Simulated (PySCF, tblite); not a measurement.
# C7H11BCl2: geometry, infrared bands and NMR shifts

What infrared bands and NMR shifts should C7H11BCl2 (`CC1=C[C@]1(B(Cl)Cl)C(C)C`) show?

Programs: tblite 0.8.0 and PySCF 2.14.0, with density-fitted response routines of our own. Each step states its level of theory. These are calculated values for one molecule in the gas phase, unless marked as measured. Atoms count from 0, in the outputs and in this text.

### 1 The starting structure

21 atoms, charge 0, multiplicity 1; geometry from: force field or distance geometry start.

Bonds of the start (Å): C0–C1 1.50, C1–C2 1.35, C2–C3 1.51, C3–B4 1.58, B4–Cl5 1.86, B4–Cl6 1.84, C3–C7 1.48, C7–C8 1.51, C7–C9 1.53, C3–C1 1.48, C0–H10 1.10, C0–H11 1.11, C0–H12 1.11, C2–H13 1.09, C7–H14 1.13, C8–H15 1.10, C8–H16 1.12, C8–H17 1.12, C9–H18 1.10, C9–H19 1.11, C9–H20 1.11.

### 2 Relaxing the molecule with GFN2-xTB

The job: settings as JSON, then the geometry in Å.

```
{"job": {"kind": "relax", "xc": "GFN2-xTB", "basis": "xTB"}, "charge": 0, "multiplicity": 1}
C      2.539600    -0.544000    -0.770900
C      1.381400    -0.297600     0.156700
C      0.804800    -0.767500     1.288700
C      0.179700     0.432800     0.628000
B      0.349200     1.755000     1.477100
Cl    -1.220600     2.600900     2.018700
Cl     1.819900     2.848900     1.269100
C     -1.158800     0.202400     0.044200
C     -1.241800     0.495900    -1.433400
C     -1.641900    -1.242100     0.233800
H      2.111000    -0.937700    -1.706300
H      3.096600     0.390700    -0.973600
H      3.252100    -1.285700    -0.345400
H      0.760800    -1.485800     2.106700
H     -1.924200     0.838600     0.576500
H     -0.234000     0.707500    -1.813000
H     -1.908600     1.375400    -1.633500
H     -1.641100    -0.416400    -1.936100
H     -1.715300    -1.431600     1.310100
H     -0.958000    -1.950700    -0.284100
H     -2.659700    -1.272000    -0.213700
```

On the command line:

```console
OMP_NUM_THREADS=1 python probes_run.py task.json out
```

The driver reads the jobs from task.json and runs them one after another.

Output:

```text
step      E/eV     max force
  0    -840.13184    3.490
  1    -840.65239    1.989
  2    -840.85999    2.150
  3    -840.96605    0.828
  4    -841.02610    0.830
  5    -841.06318    0.480
  6    -841.08691    0.472
  7    -841.10571    0.390
  8    -841.11965    0.380
  9    -841.13222    0.318
 10    -841.14309    0.244
 11    -841.15516    0.271
 12    -841.16740    0.257
 13    -841.17890    0.273
 14    -841.18964    0.214
 15    -841.19982    0.230
 16    -841.20984    0.289
 17    -841.21905    0.232
 18    -841.22613    0.192
 19    -841.23197    0.158
 20    -841.23706    0.165
 21    -841.24143    0.158
 22    -841.24532    0.155
 23    -841.24873    0.133
 24    -841.25192    0.138
 25    -841.25519    0.153
 26    -841.25876    0.126
 27    -841.26287    0.145
 28    -841.26714    0.167
 29    -841.27107    0.139
 30    -841.27470    0.159
 31    -841.27829    0.135
 32    -841.28196    0.147
 33    -841.28541    0.136
 34    -841.28843    0.120
 35    -841.29145    0.129
 36    -841.29484    0.126
 37    -841.29818    0.148
 38    -841.30084    0.115
 39    -841.30301    0.127
 40    -841.30556    0.142
 41    -841.30945    0.206
 42    -841.31490    0.262
 43    -841.32068    0.215
 44    -841.32554    0.189
 45    -841.32641    0.372
 46    -841.33207    0.135
 47    -841.33492    0.114
 48    -841.34220    0.126
 49    -841.34618    0.152
 50    -841.35080    0.156
 51    -841.35484    0.125
 52    -841.35795    0.106
 53    -841.36049    0.121
 54    -841.36425    0.133
 55    -841.36733    0.108
 56    -841.36931    0.115
 57    -841.37111    0.118
 58    -841.37330    0.110
 59    -841.37748    0.100
 60    -841.37936    0.091
 61    -841.38242    0.104
 62    -841.38489    0.089
 63    -841.38752    0.090
 64    -841.38947    0.157
 65    -841.39146    0.108
 66    -841.39382    0.099
 67    -841.39949    0.115
 68    -841.40177    0.131
 69    -841.40551    0.135
 70    -841.40828    0.145
 71    -841.41323    0.164
 72    -841.41881    0.157
 73    -841.42279    0.225
 74    -841.42607    0.085
 75    -841.42756    0.066
 76    -841.42897    0.081
 77    -841.43045    0.072
 78    -841.43296    0.076
 79    -841.43488    0.073
 80    -841.43642    0.086
 81    -841.43801    0.111
 82    -841.43956    0.106
 83    -841.44160    0.105
 84    -841.44348    0.100
 85    -841.44472    0.076
 86    -841.44581    0.082
 87    -841.44711    0.072
 88    -841.44823    0.063
 89    -841.44916    0.065
 90    -841.44987    0.049
 91    -841.45040    0.047
 92    -841.45076    0.034
 93    -841.45100    0.032
 94    -841.45119    0.035
 95    -841.45142    0.045
 96    -841.45168    0.040
 97    -841.45191    0.029
 98    -841.45208    0.038
 99    -841.45223    0.038
100    -841.45245    0.035
101    -841.45273    0.039
102    -841.45302    0.042
103    -841.45324    0.043
104    -841.45339    0.027
105    -841.45350    0.016
106    -841.45359    0.018
107    -841.45366    0.017
108    -841.45372    0.017
109    -841.45378    0.016
110    -841.45384    0.018
111    -841.45390    0.019
112    -841.45395    0.030
113    -841.45399    0.028
114    -841.45404    0.019
115    -841.45410    0.016
116    -841.45413    0.013
117    -841.45418    0.013
118    -841.45421    0.011
119    -841.45424    0.009
```

Run time: 2.2 s. Hardware: 1 thread of Arm Neoverse N1, shared host; peak memory 0.18 GiB.

The steps of the relaxation: (not every step is listed)

| step | energy from step 0 (eV) | largest force (eV/Å) |
| --- | --- | --- |
| 0 | 0.0000 | 3.4902 |
| 1 | -0.5205 | 1.9888 |
| 2 | -0.7282 | 2.1504 |
| 3 | -0.8342 | 0.8280 |
| 4 | -0.8943 | 0.8301 |
| 5 | -0.9313 | 0.4800 |
| 6 | -0.9551 | 0.4718 |
| 7 | -0.9739 | 0.3900 |
| 8 | -0.9878 | 0.3803 |
| 18 | -1.0943 | 0.1919 |
| 28 | -1.1353 | 0.1668 |
| 38 | -1.1690 | 0.1155 |
| 48 | -1.2104 | 0.1257 |
| 58 | -1.2415 | 0.1102 |
| 68 | -1.2699 | 0.1312 |
| 78 | -1.3011 | 0.0757 |
| 88 | -1.3164 | 0.0634 |
| 98 | -1.3202 | 0.0377 |
| 108 | -1.3219 | 0.0168 |
| 114 | -1.3222 | 0.0193 |
| 115 | -1.3223 | 0.0157 |
| 116 | -1.3223 | 0.0134 |
| 117 | -1.3223 | 0.0135 |
| 118 | -1.3224 | 0.0114 |
| 119 | -1.3224 | 0.0091 |

Close pairs (by a distance rule), those that changed most:

| bond | before (Å) | after (Å) | change (Å) |
| --- | --- | --- | --- |
| B4–Cl5 | 1.864 | 1.725 | -0.139 |
| B4–Cl6 | 1.845 | 1.735 | -0.110 |
| C1–C2 | 1.355 | 1.288 | -0.066 |
| C3–C7 | 1.478 | 1.537 | +0.058 |
| C1–C3 | 1.483 | 1.540 | +0.057 |
| C0–C1 | 1.504 | 1.460 | -0.044 |
| C8–H16 | 1.122 | 1.087 | -0.035 |
| C2–C3 | 1.506 | 1.540 | +0.034 |

The end geometry stands in the next job.

### 3 Harmonic vibrations with GFN2-xTB

The job: settings as JSON, then the geometry in Å.

```
{"job": {"kind": "ir", "xc": "GFN2-xTB", "basis": "xTB"}, "charge": 0, "multiplicity": 1}
C      2.313467    -0.502914    -0.740973
C      1.353120    -0.379017     0.352270
C      0.866963    -0.660035     1.511761
C      0.108525     0.438703     0.743764
B      0.325406     1.901178     1.203537
Cl    -0.907244     3.104545     1.116773
Cl     1.861529     2.372933     1.857104
C     -1.225075     0.064112     0.078721
C     -1.262949     0.596287    -1.354917
C     -1.477708    -1.440941     0.089081
H      1.827236    -0.902564    -1.630785
H      2.713302     0.480117    -0.988425
H      3.128898    -1.165218    -0.455520
H      0.851059    -1.174344     2.438050
H     -2.027818     0.550309     0.644307
H     -0.488685     0.125262    -1.955834
H     -1.104355     1.671280    -1.366638
H     -2.227299     0.386370    -1.811440
H     -1.449332    -1.833223     1.102736
H     -0.729862    -1.964073    -0.502842
H     -2.458098    -1.651824    -0.331203
```

Output:

```text
mode    cm-1     km/mol
  1      33.6      0.21
  2      60.6      0.07
  3      78.0      0.91
  4      92.5      0.22
  5     119.7      1.02
  6     149.7      0.38
  7     199.9      0.45
  8     202.7      1.55
  9     231.9      0.38
 10     236.8      0.16
 11     279.7      0.99
 12     321.3      0.31
 13     339.9      2.67
 14     371.3      1.31
 15     412.9      0.13
 16     450.6      5.45
 17     529.6      9.88
 18     583.1      9.23
 19     663.5     24.90
 20     707.1     15.46
 21     751.1     99.24
 22     808.7     48.30
 23     893.2      9.32
 24     943.7      2.32
 25     948.6     19.45
 26     981.9      4.58
 27    1004.3     25.55
 28    1019.0      5.80
 29    1051.6     14.55
 30    1080.8    153.99
 31    1118.9     50.75
 32    1154.0     11.10
 33    1180.1     84.29
 34    1217.7      8.10
 35    1312.6      4.61
 36    1327.9      7.57
 37    1384.7     11.37
 38    1404.5      7.82
 39    1418.5      6.76
 40    1450.2      6.49
 41    1455.0      6.62
 42    1494.2      0.51
 43    1497.6      2.26
 44    1504.3      0.90
 45    1507.4      3.49
 46    1922.2     19.46
 47    2929.4     41.43
 48    3000.2     11.79
 49    3013.9      8.83
 50    3023.8     19.21
 51    3030.4      9.02
 52    3032.9      7.20
 53    3035.7     60.24
 54    3039.6     59.18
 55    3043.5     27.68
 56    3050.3     33.45
 57    3256.4      1.85
```

It took 1.9 s on 1 thread of Arm Neoverse N1, shared host; peak memory 0.18 GiB.

Which atoms move in the most intense modes:

| cm⁻¹ | km/mol | atoms |
| --- | --- | --- |
| 751 | 99.2 | B4 80 % |
| 809 | 48.3 | B4 40 %, C3 15 % |
| 1081 | 154.0 | C1 17 %, H12 16 %, C3 15 %, H14 11 % |
| 1119 | 50.8 | C3 29 %, B4 25 % |
| 1180 | 84.3 | C7 24 %, C3 24 %, H19 13 %, C9 10 % |
| 2929 | 41.4 | H14 93 % |
| 3036 | 60.2 | H15 37 %, H20 19 %, H19 12 %, H17 11 % |
| 3040 | 59.2 | H15 34 %, H18 29 %, H17 24 % |

### 4 Nuclear shieldings: PBE0/pcSseg-1

Same as in step 3 but for these lines:

```diff
@@ -1,2 +1,2 @@
-{"job": {"kind": "ir", "xc": "GFN2-xTB", "basis": "xTB"}, "charge": 0, "multiplicity": 1}
+{"job": {"kind": "nmr", "xc": "PBE0", "basis": "pcSseg-1"}, "charge": 0, "multiplicity": 1}
 C      2.313467    -0.502914    -0.740973
```

Method: GIAO PBE0/pcSseg-1 NMR shielding, non-relativistic, gas phase.

Output:

```text
coarse grid: 18760 points
cycle   1  E = -1217.7662823214  dE =  1.379e+00  |g| = 4.668e-01  |ddm| = 4.204e+00
cycle   2  E = -1217.7622549186  dE =  4.027e-03  |g| = 5.027e-01  |ddm| = 9.954e-01
cycle   3  E = -1217.8265876211  dE = -6.433e-02  |g| = 5.890e-02  |ddm| = 5.371e-01
cycle   4  E = -1217.8273580588  dE = -7.704e-04  |g| = 2.293e-02  |ddm| = 1.026e-01
cycle   5  E = -1217.8274779659  dE = -1.199e-04  |g| = 5.259e-03  |ddm| = 2.731e-02
cycle   6  E = -1217.8274838174  dE = -5.852e-06  |g| = 1.947e-03  |ddm| = 6.019e-03
final grid: 172248 points
cycle   7  E = -1217.8842428813  dE = -7.582e-05  |g| = 9.831e-03  |ddm| = 6.573e-02
cycle   8  E = -1217.8842344783  dE =  8.403e-06  |g| = 1.118e-02  |ddm| = 2.318e-02
cycle   9  E = -1217.8842668372  dE = -3.236e-05  |g| = 1.548e-03  |ddm| = 1.347e-02
cycle  10  E = -1217.8842673124  dE = -4.752e-07  |g| = 5.297e-04  |ddm| = 2.122e-03
cycle  11  E = -1217.8842673755  dE = -6.307e-08  |g| = 1.630e-04  |ddm| = 6.095e-04
cycle  12  E = -1217.8842673811  dE = -5.653e-09  |g| = 5.702e-05  |ddm| = 2.137e-04
cycle  13  E = -1217.8842673819  dE = -7.612e-10  |g| = 1.258e-05  |ddm| = 7.380e-05
converged SCF energy = -1217.8842673819

GIAO shielding tensors (ppm)
atom      isotropic    diamagn.    paramagn.     s11        s22        s33       span
  0 C      172.317     247.614     -75.297    157.521    171.559    187.873     30.352
  1 C       63.870     263.457    -199.587    -70.950    105.333    157.228    228.179
  2 C       76.621     255.808    -179.188    -47.319    117.721    159.460    206.779
  3 C      146.708     247.418    -100.709     71.854    131.226    237.045    165.190
  4 B       38.489     192.281    -153.793    -14.216     48.923     80.759     94.975
  5 Cl     694.448    1148.344    -453.896    404.835    740.485    938.025    533.189
  6 Cl     701.237    1147.803    -446.566    422.143    747.306    934.261    512.118
  7 C      153.312     244.810     -91.497    143.068    153.263    163.606     20.538
  8 C      161.534     249.036     -87.502    147.733    151.964    184.905     37.172
  9 C      163.343     247.752     -84.409    150.153    161.603    178.273     28.121
 10 H       29.419      29.984      -0.565     24.074     28.871     35.312     11.238
 11 H       29.381      28.836       0.545     24.593     28.857     34.693     10.100
 12 H       29.080      26.535       2.546     24.366     26.677     36.198     11.832
 13 H       25.393      35.667     -10.274     22.922     25.752     27.505      4.582
 14 H       29.234      32.722      -3.487     24.592     29.597     33.514      8.922
 15 H       31.389      32.619      -1.231     27.125     30.982     36.059      8.934
 16 H       30.026      31.612      -1.587     24.976     30.791     34.309      9.333
 17 H       30.696      30.577       0.119     26.336     27.559     38.194     11.858
 18 H       31.296      31.223       0.073     26.187     29.527     38.175     11.988
 19 H       31.559      31.495       0.064     27.275     31.022     36.381      9.106
 20 H       30.829      29.875       0.954     26.217     28.283     37.989     11.772
```

Run time: 1.9 min. Hardware: 1 thread of Arm Neoverse N1, shared host; peak memory 1.1 GiB.

Shifts follow as δ = σ(reference) − σ, with reference shieldings (ppm) from runs at the same level and on the same kind of geometry: 1H TMS 31.72, 13C TMS 186.9, 11B BF3·OEt2 100.1, 35Cl HCl 950. The references are single molecules in the gas phase. Atoms listed in one row are averaged.

| atoms | environment | σ (ppm) | δ (ppm) | δ scaled to CDCl3 |
| --- | --- | --- | --- | --- |
| C1 | fully substituted alkene carbon | 63.9 | 123.1 | 118.2 |
| C2 | alkene CH | 76.6 | 110.3 | 105.7 |
| C3 | three-membered-ring carbon | 146.7 | 40.2 | 37.3 |
| C7 | sp3 CH | 153.3 | 33.6 | 30.9 |
| C8 | methyl carbon | 161.5 | 25.4 | 22.9 |
| C9 | methyl carbon | 163.3 | 23.6 | 21.1 |
| C0 | allylic methyl carbon | 172.3 | 14.6 | 12.3 |
| H13 | hydrogen on an alkene CH | 25.39 | 6.32 | 6.07 |
| H14 | hydrogen on an sp3 CH | 29.23 | 2.48 | 2.45 |
| H10, H11, H12 | hydrogen on an allylic methyl carbon | 29.29 | 2.42 | 2.39 |
| H15, H16, H17 | hydrogen on a methyl carbon | 30.70 | 1.01 | 1.06 |
| H18, H19, H20 | hydrogen on a methyl carbon | 31.23 | 0.49 | 0.57 |
| B4 | boron bonded to C, 2 Cl | 38.5 | 61.6 | – |
| Cl5, Cl6 | chlorine bonded to B | 698 | 252 | – |

The scaled column applies a straight-line fit of computed shieldings to shifts measured in CDCl3, with any fitted terms for Cl, Br or S neighbours (root-mean-square error 0.16 ppm for H, 1.9 ppm for C).

Charges from the same density, by scheme (e):

| atoms | Mulliken | IAO | Hirshfeld | ESP fit |
| --- | --- | --- | --- | --- |
| C0 | -0.17 | -0.43 | -0.10 | -0.63 |
| C1 | -0.06 | 0.05 | 0.02 | 0.30 |
| C2 | -0.10 | -0.16 | -0.05 | -0.50 |
| C3 | -0.41 | -0.14 | -0.09 | 0.16 |
| B4 | 0.55 | 0.11 | 0.14 | 0.07 |
| Cl5, Cl6 | -0.20 | -0.06 | -0.06 | -0.12 |
| C7 | -0.28 | -0.10 | -0.03 | 0.41 |
| C8 | -0.21 | -0.41 | -0.13 | -0.53 |
| C9 | -0.19 | -0.41 | -0.12 | -0.60 |

Mayer bond orders: C0–C1 1.13, C1–C2 1.67, C2–C3 0.92, C3–B4 0.99, B4–Cl5 1.14, B4–Cl6 1.13, C3–C7 0.96, C7–C8 1.03, C7–C9 1.05, C3–C1 0.87.

Ring of atoms C1, C2, C3: NICS(0) -33.5, NICS(1) -7.6, NICS(1)zz -21.4 ppm (means of both faces).

In rings of three or four atoms NICS is ruled by the nearby σ bonds, so it says little on aromaticity.

Orbitals, density, ELF and potential are computed afterwards from the orbital file.

Frontier orbitals at PBE0/pcSseg-1, with the share of their density that lies nearest to each atom:

| orbital | energy (eV) | lies on |
| --- | --- | --- |
| HOMO | -7.15 | C1, C2 about 27 % each; C3, C7 about 9 % each; B4 7 % |
| LUMO | -1.04 | B4 48 %; Cl5, Cl6 about 11 % each; C1, C2 about 8 % each |

ELF in a plane through or near 8 of the atoms.

Ten even steps from '0' (0.00) to '9' (1.00):
```
0000000000000000000000000000
0000000000000000000000000000
0000000000000000000000000000
0000000000000000000000000000
0000000000000000000000000000
0000001000000059961000000000
0000178500000079993489600000
0000388411241049987999930000
0000011135566103635899810000
0000000265335225796311000000
0000000256664279237620000000
0000000000142137699992000000
0000258875357861069982000000
0000378525816243200000000000
0000268363854887874100000000
0000148998504765886300000000
0000024676104888863100000000
0000001221003676521000000000
0000000000000111000000000000
0000000000000000000000000000
```
The map spans 11.1 Å across and 12.0 Å up, centred on the molecule. Atoms in the plane (x, y in Å): C1 (-1.4, 0.4), C3 (-0.3, -0.7), B4 (-0.6, -2.2), Cl6 (-2.3, -2.6), C7 (1.2, -0.2), H14 (1.9, -1.0), H19 (0.9, 1.9), H20 (2.6, 1.3).

log10 of the density (e/Å³) in the same plane.

Ten even steps from ' ' (-4.0) to '@' (2.0):
```
                                                        
                                                        
                                                        
                                                        
              ..          ....::::::::....              
        ..::::::::::::::::----======------::::..        
      ..::--====----------====++****++++====--::..      
    ..::--==========++======++**##********++==--..      
    ....::--==++++******++++==++**##******++==::..      
      ..::----==****%%##**++++********++====--::        
        ..::--==++******####****####**++==--::..        
      ..::----======++**####********##**++--::..        
    ..::--==++****++++********++++++++++==--..          
    ::::==++**######****%%****++++====----::..          
    ::::==++**%%@@##**************++==--::..            
    ..::--==++******++++++****##**++==--::..            
      ..::--============++++******++==--::..            
        ..::::----------============--::..              
                ........::::----::::..                  
                          ......                        
```
The map spans 11.1 Å across and 12.0 Å up, centred on the molecule. Atoms in the plane (x, y in Å): C1 (-1.4, 0.4), C3 (-0.3, -0.7), B4 (-0.6, -2.2), Cl6 (-2.3, -2.6), C7 (1.2, -0.2), H14 (1.9, -1.0), H19 (0.9, 1.9), H20 (2.6, 1.3).

On the surface of density 0.002 e/bohr³ the electrostatic potential runs, from the 1st to the 99th percentile, from -0.67 V near Cl6 to 1.09 V near H13.

### 5 Summary of results

```
                                                                quantity                                           value
                               strongest single infrared mode (GFN2-xTB)                           1081 cm⁻¹, 154 km/mol
                                            zero-point energy (GFN2-xTB)                                  102.0 kcal/mol
                                  13C shifts against TMS (PBE0/pcSseg-1)  123.1, 110.3, 40.2, 33.6, 25.4, 23.6, 14.6 ppm
  1H shifts against TMS (PBE0/pcSseg-1, means over atoms taken as alike)                6.32, 2.48, 2.42, 1.01, 0.49 ppm
                             11B shifts against BF3·OEt2 (PBE0/pcSseg-1)                                        61.6 ppm
35Cl shifts against HCl (PBE0/pcSseg-1, means over atoms taken as alike)                                         252 ppm
                                   surface potential, 1st and 99th percentile                              -0.67 V and 1.09 V
```

In words: Relaxing lowered the energy by 1.322 eV in 119 steps; the close pair that moved most is B4–Cl5, from 1.864 to 1.725 Å. No mode is imaginary among the 57: a minimum at this level. The strongest single mode, at 1081 cm⁻¹, is spread over several atoms, C1, H12, C3, H14 among them. GFN2-xTB is a fitted tight-binding method: band positions and strengths are rough. Its intensities can rank the bands wrongly. The most deshielded hydrogen is H13 (hydrogen on an alkene CH), at 6.32 ppm: attached to an sp2 carbon and in the plane of the double bond. At PBE0/pcSseg-1: Shielding is most anisotropic at Cl5, Cl6 (span 523 ppm, paramagnetic term -450 ppm). At PBE0/pcSseg-1, counted by nearest atom on the grid, the HOMO lies on C1, C2 about 27 % each; C3, C7 about 9 % each, the LUMO on B4 48 %; Cl5, Cl6 about 11 % each.
